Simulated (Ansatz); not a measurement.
This Ansatz 0.2.0 run on BaMn2Bi2 needs a look.

The input input.yaml:

```yaml
crystal:
  lattice:
    - [-2.2462852742, 2.2462852742, 7.2781801451]
    - [2.2462852742, -2.2462852742, 7.2781801451]
    - [2.2462852742, 2.2462852742, -7.2781801451]
  atoms:
    - { symbol: Bi, position: [0.633212, 0.633212, 0.0] }
    - { symbol: Bi, position: [0.366788, 0.366788, 0.0] }
    - { symbol: Ba, position: [0.0, 0.0, 0.0] }
    - { symbol: Mn, position: [0.75, 0.25, 0.5] }
    - { symbol: Mn, position: [0.25, 0.75, 0.5] }
hamiltonian:
  xc: pbe
  pseudopotentials: { kind: paw }
kpoints:
  mp_grid: { grid: [8, 8, 8] }
scf:
  occupations: { method: fermi_dirac, width: 0.05 }
  max_iter: many
output:
  forces: true
  stress: true
  eigenvalues: true
```

Potentials or basis: Ansatz PAW.

The run is started by

```console
$ ansatz run input.yaml --threads 2 --pin off --max-ram 5632MiB --backend cpu --events-out ev --progress --plain --runs-dir out
```

Output:

```text
Error: YAML parse error: error: line 19 column 13: invalid u64
  --> <input>:19:13
   |
17 | scf:
18 |   occupations: { method: fermi_dirac, width: 0.05 }
19 |   max_iter: many
   |             ^ invalid u64
20 | output:
21 |   forces: true
   |
```

Task: What happened, and what is wrong with the input?

Result: The program refused the input. The input holds a flaw that was put in on purpose: a value of the wrong type.

A sound run on the same cell differs in these lines of the main input:
```diff
@@ -19 +18,0 @@
-  max_iter: many
```
